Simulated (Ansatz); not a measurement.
# TiCl4+ (doublet): energies up the ladder, part 2 of 2

Aim: energies up the ladder, for TiCl4+ (doublet), with the cost of each level. Charge +1. Spin multiplicity 2.

Ansatz 0.2.0, Gaussian bases. The steps go on from the part before.

## (6) Single point, r2SCAN-D4/def2-TZVPP

File input.yaml:

```yaml
crystal:
  periodic: [false, false, false]
  atoms:
    - { symbol: Cl, position_ang: [1.63433545, -1.14049263, 0.46523245] }
    - { symbol: Ti, position_ang: [-0.08675198, 0.24096852, 0.03903965] }
    - { symbol: Cl, position_ang: [-0.6175704, -1.71520256, -0.93337083] }
    - { symbol: Cl, position_ang: [-1.25898686, 0.77977476, 1.71041939] }
    - { symbol: Cl, position_ang: [0.32860379, 1.83570192, -1.28101066] }
magnetization:
  spin_polarized: true
  initial_magnetization: 1
total_charge: 1
basis:
  gaussian: { orbitals: def2-TZVPP }
hamiltonian:
  xc: r2scan
  dispersion: d4
```

Command:

```
$ ansatz run input.yaml --threads 4 --pin off --max-ram 10240MiB --backend cpu --events-out ev --progress --plain --runs-dir out
```

Log:

```text
Warning: RAYON_NUM_THREADS=4 ignored (pool sized by the plan → 4); use --threads N
Engine: ansatz 0.2.0, x86_64-unknown-linux-gnu
Functional definition: r2SCAN
  parameter k0 = 0.174
  parameter k1 = 0.065
  parameter a1 = 4.9479
  exchange = r2scan_x(k0 = k0, k1 = k1, a1 = a1)
  correlation = r2scan_c
1608 factors; their error is unknown
mean field evaluation 1: about -73193.2499 eV, gradient 4.3e1 eV
mean field evaluation 2: about -73162.7493 eV, gradient 8.4e1 eV
mean field evaluation 4: about -73199.7467 eV, gradient 1.3e1 eV
mean field evaluation 8: about -73200.4312 eV, gradient 8.5e-2 eV
mean field evaluation 16: about -73200.3993 eV, gradient 1.2e-3 eV
mean field evaluation 32: about -73199.4018 eV, gradient 1.4e-1 eV
mean field -73200.39927313 eV, -2690.0650562750 hartree, gradient 5.9e-5 eV, S^2 0.760391; 3 other end points of the search recorded, 0 dependent functions left out
reference -73200.39928976 eV, -2690.0650568859 hartree; 45, 44 occupied and 187, 188 virtual orbitals, 1608 factors
Total energy: -73200.45046815 eV, -2690.0669376573 hartree
```

Wall time 45 s (4 threads of Intel Xeon at 2.50GHz (Skylake/Cascade Lake), shared host); peak memory 0.61 GiB.

## (7) Single point, B3LYP-D4/def2-TZVPP

Edit input.yaml of step 6 so:

```diff
@@ -15,3 +15,3 @@
 hamiltonian:
-  xc: r2scan
+  xc: { name: B3LYP }
   dispersion: d4
```

Command:

```
$ ansatz run input.yaml --threads 4 --pin off --max-ram 10240MiB --backend cpu --events-out ev --progress --plain --runs-dir out
```

Log:

```text
Warning: RAYON_NUM_THREADS=4 ignored (pool sized by the plan → 4); use --threads N
[... 1 set-up line as earlier in the session ...]
Functional definition: B3LYP
  parameter a0 = 0.2
  parameter ax = 0.72
  parameter ac = 0.81
  exchange = (1 - a0 - ax)*slater_x + ax*b88_x + a0*exact_x
  correlation = (1 - ac)*vwn_rpa_c + ac*lyp_c
1750 factors; their error is unknown
mean field evaluation 1: about -73203.0962 eV, gradient 2.5e1 eV
mean field evaluation 2: about -73199.9613 eV, gradient 3.6e1 eV
mean field evaluation 4: about -73205.5602 eV, gradient 5.9e0 eV
mean field evaluation 8: about -73205.6994 eV, gradient 2.0e-1 eV
mean field evaluation 16: about -73205.8945 eV, gradient 8.5e-4 eV
mean field -73205.89449907 eV, -2690.2670021033 hartree, gradient 5.7e-5 eV, S^2 0.760630; 2 other end points of the search recorded, 0 dependent functions left out
reference -73205.89479779 eV, -2690.2670130811 hartree; 45, 44 occupied and 187, 188 virtual orbitals, 1750 factors
Total energy: -73206.26964800 eV, -2690.2807885721 hartree
```

Wall time 29 s (4 threads of Intel Xeon at 2.50GHz (Skylake/Cascade Lake), shared host); peak memory 1.3 GiB.

## (8) Single point, wB97M-V/def2-TZVPP

Edit input.yaml of step 7 so:

```diff
@@ -15,3 +15,2 @@
 hamiltonian:
-  xc: { name: B3LYP }
-  dispersion: d4
+  xc: { name: wB97M-V }
```

Command:

```
$ ansatz run input.yaml --threads 4 --pin off --max-ram 10240MiB --backend cpu --events-out ev --progress --plain --runs-dir out
```

Log, cut to the lines that bear on the results:

```text
Warning: RAYON_NUM_THREADS=4 ignored (pool sized by the plan → 4); use --threads N
[...]
Functional definition: wB97M-V
[...]
  gx(w, u) = 1 - cx + cx01*u + cx10*w
  gss(w, u) = css00 + css04*u^4 + css10*w + css20*w^2 + css43*w^4*u^3
  gos(w, u) = cos00 + cos10*w + (cos20 + cos21*u)*w^2 + (cos60 + cos61*u)*w^6
[...]
      + integral(e_c_pw_mod_opposite_spin*gos(b97_w_opposite, b97_u_opposite)) + vv10(b, c)
1704 factors; their error is unknown
238 factors; integrals over basis functions are off by at most 2.1e-5 eV
[...]
mean field -73199.45701453 eV, -2690.0304289100 hartree, gradient 6.4e-5 eV, S^2 0.762790; 2 other end points of the search recorded, 0 dependent functions left out
reference -73199.45707235 eV, -2690.0304310348 hartree; 45, 44 occupied and 187, 188 virtual orbitals, 1704 factors
Total energy: -73199.45707235 eV, -2690.0304310348 hartree
```

It took 64 s on 4 threads of Intel Xeon at 2.50GHz (Skylake/Cascade Lake), shared host; peak memory 1.6 GiB.

## (9) Single point, B2PLYP/def2-TZVPP

Edit input.yaml of step 8 so:

```diff
@@ -15,2 +15,2 @@
 hamiltonian:
-  xc: { name: wB97M-V }
+  xc: { name: B2PLYP }
```

Command:

```
$ ansatz run input.yaml --threads 4 --pin off --max-ram 10240MiB --backend cpu --events-out ev --progress --plain --runs-dir out
```

Log, cut to the lines that bear on the results:

```text
Warning: RAYON_NUM_THREADS=4 ignored (pool sized by the plan → 4); use --threads N
[...]
Functional definition: B2PLYP
[...]
1446 factors; integrals over basis functions are off by at most 6.3e-4 eV
[...]
mean field -73174.42394559 eV, -2689.1104805944 hartree, gradient 8.3e-6 eV, S^2 0.776456; 2 other end points of the search recorded, 0 dependent functions left out
25 core orbitals not correlated: weight in the atoms' cores, before any rotation towards them, 1.000 or more for the frozen orbitals, at most 0.000 for the correlated occupied ones
reference -73174.42413594 eV, -2689.1104875897 hartree; 20, 19 occupied and 187, 188 virtual orbitals, 1446 factors
second order -41.25461733 eV of doubles, -0.00000000 eV of singles
Total energy: -73185.56288262 eV, -2689.5198289800 hartree
```

Run time: 30 s. Hardware: 4 threads of Intel Xeon at 2.50GHz (Skylake/Cascade Lake), shared host; peak memory 0.94 GiB.

## (10) Single point, LDA/def2-TZVPP

Edit input.yaml of step 9 so:

```diff
@@ -15,2 +15,2 @@
 hamiltonian:
-  xc: { name: B2PLYP }
+  xc: lda
```

Command:

```
$ ansatz run input.yaml --threads 4 --pin off --max-ram 10240MiB --backend cpu --events-out ev --progress --plain --runs-dir out
```

Log:

```text
Warning: RAYON_NUM_THREADS=4 ignored (pool sized by the plan → 4); use --threads N
[... 1 set-up line as earlier in the session ...]
Functional definition: SPW92
  exchange = slater_x
  correlation = pw_c
1608 factors; their error is unknown
mean field evaluation 1: about -72970.4589 eV, gradient 7.2e1 eV
mean field evaluation 2: about -72900.6803 eV, gradient 1.3e2 eV
mean field evaluation 4: about -72962.6155 eV, gradient 7.0e1 eV
mean field evaluation 8: about -72987.7922 eV, gradient 7.3e-1 eV
mean field evaluation 16: about -72987.7635 eV, gradient 7.8e-4 eV
mean field evaluation 32: about -72987.6027 eV, gradient 1.6e0 eV
mean field -72987.76354252 eV, -2682.2508373046 hartree, gradient 2.2e-5 eV, S^2 0.753285; 6 other end points of the search recorded, 0 dependent functions left out
reference -72987.76359024 eV, -2682.2508390582 hartree; 45, 44 occupied and 187, 188 virtual orbitals, 1608 factors
Total energy: -72987.76359024 eV, -2682.2508390582 hartree
```

Run time: 18 s. Hardware: 4 threads of Intel Xeon at 2.50GHz (Skylake/Cascade Lake), shared host; peak memory 0.55 GiB.

## (11) Single point, PBE0-D4/def2-SVP

Edit input.yaml of step 10 so:

```diff
@@ -13,4 +13,5 @@
 basis:
-  gaussian: { orbitals: def2-TZVPP }
+  gaussian: { orbitals: def2-SVP }
 hamiltonian:
-  xc: lda
+  xc: pbe0
+  dispersion: d4
```

Command:

```
$ ansatz run input.yaml --threads 4 --pin off --max-ram 10240MiB --backend cpu --events-out ev --progress --plain --runs-dir out
```

Log:

```text
Warning: RAYON_NUM_THREADS=4 ignored (pool sized by the plan → 4); use --threads N
[... 2 set-up lines as earlier in the session ...]
  parameter a = 0.25
[... 2 set-up lines as earlier in the session ...]
  exchange = (1 - a)*pbe_x(kappa = kappa, mu = beta*pi^2/3) + a*exact_x
[... 1 set-up line as earlier in the session ...]
985 factors; integrals over basis functions are off by at most 7.1e-4 eV
mean field evaluation 1: about -73159.4527 eV, gradient 1.9e1 eV
mean field evaluation 2: about -73122.0524 eV, gradient 1.1e2 eV
mean field evaluation 4: about -73161.1907 eV, gradient 3.1e0 eV
mean field evaluation 8: about -73161.3545 eV, gradient 4.9e-1 eV
mean field evaluation 16: about -73161.3558 eV, gradient 2.3e-4 eV
mean field -73161.35577765 eV, -2688.6302342805 hartree, gradient 6.0e-5 eV, S^2 0.762513; 2 other end points of the search recorded, 0 dependent functions left out
reference -73161.35585764 eV, -2688.6302372202 hartree; 45, 44 occupied and 58, 59 virtual orbitals, 985 factors
Total energy: -73161.55368079 eV, -2688.6375070870 hartree
```

Run time: 7.2 s. Hardware: 4 threads of Intel Xeon at 2.50GHz (Skylake/Cascade Lake), shared host; peak memory 0.39 GiB.

## (12) Single point, PBE-D4/def2-SVP

Edit input.yaml of step 11 so:

```diff
@@ -15,3 +15,3 @@
 hamiltonian:
-  xc: pbe0
+  xc: pbe
   dispersion: d4
```

Command:

```
$ ansatz run input.yaml --threads 4 --pin off --max-ram 10240MiB --backend cpu --events-out ev --progress --plain --runs-dir out
```

Log, cut to the lines that bear on the results:

```text
Warning: RAYON_NUM_THREADS=4 ignored (pool sized by the plan → 4); use --threads N
[... 6 set-up lines as earlier in the session ...]
1160 factors; their error is unknown
mean field evaluation 1: about -73154.2719 eV, gradient 2.7e1 eV
mean field evaluation 2: about -73131.0766 eV, gradient 5.6e1 eV
mean field evaluation 4: about -73148.8617 eV, gradient 4.5e1 eV
mean field evaluation 8: about -73157.7356 eV, gradient 3.0e-2 eV
mean field evaluation 16: about -73152.3126 eV, gradient 1.9e1 eV
mean field evaluation 32: about -73156.8487 eV, gradient 6.5e-2 eV
mean field -73157.73564422 eV, -2688.4971968307 hartree, gradient 8.5e-6 eV, S^2 0.754688; 6 other end points of the search recorded, 0 dependent functions left out
reference -73157.73575068 eV, -2688.4972007432 hartree; 45, 44 occupied and 58, 59 virtual orbitals, 1160 factors
Total energy: -73157.96292146 eV, -2688.5055491154 hartree
```

It took 10 s on 4 threads of Intel Xeon at 2.50GHz (Skylake/Cascade Lake), shared host; peak memory 0.23 GiB.

## (13) Geometries side by side

| level | Cl1–Ti2 (Å) | Ti2–Cl3 (Å) | Ti2–Cl4 (Å) | rotational constants (MHz) | highest frequency (cm⁻¹) | CPU time |
| --- | --- | --- | --- | --- | --- | --- |
| PBE0-D4/def2-TZVPP | 2.2477 | 2.2481 | 2.1114 | 1449.5, 1163.8, 961.45 | 571 | 66 min |

Constants are for the commonest isotopes at the equilibrium geometry; times are CPU times of the relaxations.

## (14) Total energies

| level | energy (eV) | CPU time |
| --- | --- | --- |
| PBE-D4/def2-TZVPP | -73178.4964 | 79 s |
| r2SCAN-D4/def2-TZVPP | -73200.4505 | 2.2 min |
| B3LYP-D4/def2-TZVPP | -73206.2696 | 95 s |
| wB97M-V/def2-TZVPP | -73199.4571 | 3.7 min |
| B2PLYP/def2-TZVPP | -73185.5629 | 1.7 min |
| LDA/def2-TZVPP | -72987.7636 | 46 s |
| PBE0-D4/def2-SVP | -73161.5537 | 23 s |
| PBE-D4/def2-SVP | -73157.9629 | 32 s |

## (15) What came out

What follows sums up all 2 parts.

```
                         quantity           value
    Cl1–Ti2 at PBE0-D4/def2-TZVPP         2.248 Å
    Ti2–Cl3 at PBE0-D4/def2-TZVPP         2.248 Å
    Ti2–Cl4 at PBE0-D4/def2-TZVPP         2.111 Å
frequencies at PBE0-D4/def2-TZVPP  80 to 571 cm⁻¹
        energy at PBE-D4/def2-SVP   -73157.963 eV
```

In words: No mode is imaginary, so the geometry is a minimum. These totals serve in differences with atoms or fragments at the same level; alone they don't rank the methods.
